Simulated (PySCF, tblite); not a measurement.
**C7H5F3N2: infrared bands and NMR shifts**

Aim: predict the infrared bands and NMR shifts of C7H5F3N2 (`CC/C(C#N)=C(/C#N)C(F)(F)F`).

Computed with tblite 0.8.0 and PySCF 2.14.0, with density-fitted response routines of our own, on a single molecule in the gas phase. Atoms are numbered from 0 throughout.

**1. Starting geometry**

17 atoms, charge 0, multiplicity 1; geometry from: GFN2-xTB.

Bonds of the start (Å): C0–C1 1.53, C1–C2 1.49, C2–C3 1.42, C3–N4 1.14, C2–C5 1.35, C5–C6 1.41, C6–N7 1.14, C5–C8 1.51, C8–F9 1.35, C8–F10 1.33, C8–F11 1.34, C0–H12 1.09, C0–H13 1.09, C0–H14 1.09, C1–H15 1.09, C1–H16 1.09.

**2. Vibrational analysis with GFN2-xTB**

Job settings and geometry (Å):

```
{"job": {"kind": "ir", "xc": "GFN2-xTB", "basis": "xTB"}, "charge": 0, "multiplicity": 1}
C     -1.916615    -0.955883     0.421453
C     -0.989600    -0.567207    -0.737116
C     -0.165489     0.616482    -0.344817
C     -0.844671     1.862186    -0.377680
N     -1.431381     2.843798    -0.428608
C      1.120260     0.596431     0.069998
C      1.793368     1.778724     0.457606
N      2.338756     2.734143     0.773278
C      1.924904    -0.679096     0.148161
F      2.066110    -1.259624    -1.057049
F      3.151042    -0.483249     0.629062
F      1.337159    -1.594387     0.938493
H     -2.552121    -0.119434     0.703816
H     -2.547784    -1.785229     0.115438
H     -1.334962    -1.264286     1.286945
H     -0.358746    -1.414430    -1.004296
H     -1.597228    -0.296911    -1.604591
```

**Question.** This job is followed by: GIAO PBE0/pcSseg-1 NMR shielding, non-relativistic, gas phase. What will the session give for the following? strongest single infrared mode (GFN2-xTB); zero-point energy (GFN2-xTB); 13C shifts against TMS (PBE0/pcSseg-1); 1H shifts against TMS (PBE0/pcSseg-1, means over atoms taken as alike); 15N shifts against NH3 (PBE0/pcSseg-1); 19F shifts against CFCl3 (PBE0/pcSseg-1, means over atoms taken as alike).

**Answer**, as computed:

```
                                                                 quantity                                              value
                                strongest single infrared mode (GFN2-xTB)                              1033 cm⁻¹, 302 km/mol
                                             zero-point energy (GFN2-xTB)                                      67.8 kcal/mol
                                   13C shifts against TMS (PBE0/pcSseg-1)  152.7, 130.2, 123.8, 121.0, 116.8, 32.7, 17.1 ppm
   1H shifts against TMS (PBE0/pcSseg-1, means over atoms taken as alike)                                     2.79, 1.38 ppm
                                   15N shifts against NH3 (PBE0/pcSseg-1)                                   348.3, 346.3 ppm
19F shifts against CFCl3 (PBE0/pcSseg-1, means over atoms taken as alike)                                          -69.3 ppm
```

What this shows: No mode is imaginary among the 45: a minimum at this level. The strongest single mode, at 1033 cm⁻¹, moves mainly C8. GFN2-xTB is a fitted tight-binding method: band positions and strengths are rough. Its intensities can rank the bands wrongly. The most deshielded hydrogen is H15, H16 (mean) (hydrogen on an allylic sp3 CH2), at 2.79 ppm: allylic position.
